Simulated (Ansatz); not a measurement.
# Ba₃Na, space group I4/mmm: a charge-density difference against the sublattices

Program: Ansatz's Python interface.

Run as a notebook:

```python
import ansatz as az
import numpy as np
```

```python
vectors0 = np.array([
    [-2.981301, 2.981301, 6.626604],
    [2.981301, -2.981301, 6.626604],
    [2.981301, 2.981301, -6.626604],
])
sites = [
    ('Na', (0.0, 0.0, 0.0)),
    ('Ba', (0.75, 0.25, 0.5)),
    ('Ba', (0.25, 0.75, 0.5)),
    ('Ba', (0.5, 0.5, 0.0)),
]
```

```python
def make_crystal(cell):
    crystal = az.Crystal(lattice=az.Lattice.of(cell))
    for symbol, position in sites:
        crystal = crystal.atom(symbol, position)
    return crystal
```

```python
def solve(crystal):
    return (
        crystal.calculation()
        .functional('lda')
        .occupations('fermi_dirac', width=0.1)
        .basis(460, grid_basis='typed')
        .kpoints(6, 6, 6)
        .density()
        .run(threads=1)
    )
```

```python
whole = solve(make_crystal(vectors0))
difference = whole.density().channels[0].density_e_per_ang3.copy()
binding = whole.report['free_energy_ev']
for element in ['Na', 'Ba']:
    part = az.Crystal(lattice=az.Lattice.of(vectors0))
    for symbol, position in sites:
        if symbol == element:
            part = part.atom(symbol, position)
    alone = solve(part)
    difference -= alone.density().channels[0].density_e_per_ang3
    binding -= alone.report['free_energy_ev']
    print(f'{element} sublattice: {alone.report["n_electrons"]:g} electrons, {alone.report["n_iterations"]} iterations')
```

    Na sublattice: 9 electrons, 6 iterations
    Ba sublattice: 30 electrons, 7 iterations

```python
voxel = abs(np.linalg.det(vectors0)) / difference.size
print(f'energy of the crystal less its unpolarised sublattices: {binding / len(sites):.4f} eV/atom')
print(f'net charge of the difference {difference.sum() * voxel:.5f} e, charge rearranged {0.5 * np.abs(difference).sum() * voxel:.3f} e')
print(f'extremes {difference.min():.4f} and {difference.max():.4f} e/A^3')
for (symbol, position) in sites:
    index = tuple(int(round(p * n)) % n for p, n in zip(position, difference.shape))
    print(f'  change of the pseudo-density at the grid point nearest {symbol}: {difference[index]:+.4f} e/A^3')
profile = difference.mean(axis=(0, 1))
print('planar mean along the third vector:', np.round(profile[:: max(len(profile) // 12, 1)], 4))
```

    energy of the crystal less its unpolarised sublattices: -0.5161 eV/atom
    net charge of the difference 0.00000 e, charge rearranged 0.244 e
    extremes -0.0081 and 0.0049 e/A^3
      change of the pseudo-density at the grid point nearest Na: -0.0054 e/A^3
      change of the pseudo-density at the grid point nearest Ba: -0.0013 e/A^3
      change of the pseudo-density at the grid point nearest Ba: -0.0013 e/A^3
      change of the pseudo-density at the grid point nearest Ba: -0.0014 e/A^3
    planar mean along the third vector: [-0.0004 -0.0004 -0.0003  0.      0.0003  0.0003  0.0003  0.0003  0.0003
      0.     -0.0003 -0.0004]

What to keep in mind:
- Grid values close to the nuclei reflect the PAW or pseudopotential construction, not the all-electron fields.
- This cell is a computed structure, which may not be the phase found in nature.
- Charge moved counts every rearrangement, bonding and polarisation too, and is no transfer between atoms; the bare sublattices are artificial references. Values near the nuclei depend on the potentials.
- It ran for 24 s on 1 thread of Arm Neoverse V1, on a shared host, peak memory 0.6 GiB.
